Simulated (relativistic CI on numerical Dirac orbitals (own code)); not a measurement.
**Ions with 12 electrons, Mg to Cl⁵⁺: levels along an isoelectronic sequence**

How do the lowest levels of 12-electron ions move as Z rises from 12 to 17? Each ion is run with the same configurations.

The numbers are computed with relativistic CI on numerical Dirac orbitals (own code) version 3 (Dirac-Coulomb-Breit CI, KLI orbitals optimised for each configuration, model QED (radiative potential, 1s self-energy scaled to tabulated hydrogen-like ionisation energies), valence Slater integrals scaled by 0.9, P86 correlation energy added to each configuration), except any that are marked as measured or tabulated.

## (1) The system

* electrons: 12
* ions: Mg, Al⁺, Si²⁺, P³⁺, S⁴⁺, Cl⁵⁺
* configurations: [Ne] 3s2; [Ne] 3s 3p; [Ne] 3p2; [Ne] 3s 3d; [Ne] 3d2; [Ne] 3p 3d; [Ne] 3p 4s

## (2) Mg (Z = 12)

Input settings:

```ini
atom Mg  Z=12  charge=0  electrons=12
nucleus A=24  rms_radius_fm=3.0570
hamiltonian dirac-coulomb  breit=on  qed=on  c_scale=1
orbitals kli  potential=per-configuration
slater_scale 0.9
correlation p86
mixing on
configurations
  [Ne] 3s2
  [Ne] 3s 3p
  [Ne] 3p2
  [Ne] 3s 3d
  [Ne] 3d2
  [Ne] 3p 3d
  [Ne] 3p 4s
end
```

On the command line:

```console
python run_levels.py task.json out
```

One command runs all members of the session, one after another, from task.json.

## (3) Al⁺ (Z = 13)

Changes to the settings of step 2:

```diff
@@ -1,3 +1,3 @@
-atom Mg  Z=12  charge=0  electrons=12
-nucleus A=24  rms_radius_fm=3.0570
+atom Al  Z=13  charge=1  electrons=12
+nucleus A=27  rms_radius_fm=3.0610
 hamiltonian dirac-coulomb  breit=on  qed=on  c_scale=1
```

## (4) Si²⁺ (Z = 14)

Changes to the settings of step 3:

```diff
@@ -1,3 +1,3 @@
-atom Al  Z=13  charge=1  electrons=12
-nucleus A=27  rms_radius_fm=3.0610
+atom Si  Z=14  charge=2  electrons=12
+nucleus A=28  rms_radius_fm=3.1224
 hamiltonian dirac-coulomb  breit=on  qed=on  c_scale=1
```

## (5) P³⁺ (Z = 15)

Changes to the settings of step 4:

```diff
@@ -1,3 +1,3 @@
-atom Si  Z=14  charge=2  electrons=12
-nucleus A=28  rms_radius_fm=3.1224
+atom P  Z=15  charge=3  electrons=12
+nucleus A=31  rms_radius_fm=3.1889
 hamiltonian dirac-coulomb  breit=on  qed=on  c_scale=1
```

## (6) S⁴⁺ (Z = 16)

Changes to the settings of step 5:

```diff
@@ -1,3 +1,3 @@
-atom P  Z=15  charge=3  electrons=12
-nucleus A=31  rms_radius_fm=3.1889
+atom S  Z=16  charge=4  electrons=12
+nucleus A=32  rms_radius_fm=3.2611
 hamiltonian dirac-coulomb  breit=on  qed=on  c_scale=1
```

## (7) Cl⁵⁺ (Z = 17)

Changes to the settings of step 6:

```diff
@@ -1,3 +1,3 @@
-atom S  Z=16  charge=4  electrons=12
-nucleus A=32  rms_radius_fm=3.2611
+atom Cl  Z=17  charge=5  electrons=12
+nucleus A=35  rms_radius_fm=3.3654
 hamiltonian dirac-coulomb  breit=on  qed=on  c_scale=1
```

(Steps that only read results are left out.)

Before running it: what results should come out? Wanted: lowest level, first ion; lowest level, last ion; changes of the lowest level; interval 3P°0 to 3P°1; mean jj purity of the low levels.

The runs gave:

| quantity | value |
| --- | --- |
| lowest level, first ion | 3s2 1S0 |
| lowest level, last ion | 3s2 1S0 |
| changes of the lowest level | none |
| interval 3P°0 to 3P°1 | 18.60 to 547.7 cm⁻¹ |
| mean jj purity of the low levels | 79 to 82 % |

What this shows: The lowest level stays 3s2 1S0 throughout. Over these ions the splitting within 3s 3p 3P° follows Z^9.5, steeper than the fourth power of a bare nucleus, since the screened charge grows faster than Z. Only the listed configurations are in the model. The near-neutral members are the least reliable.
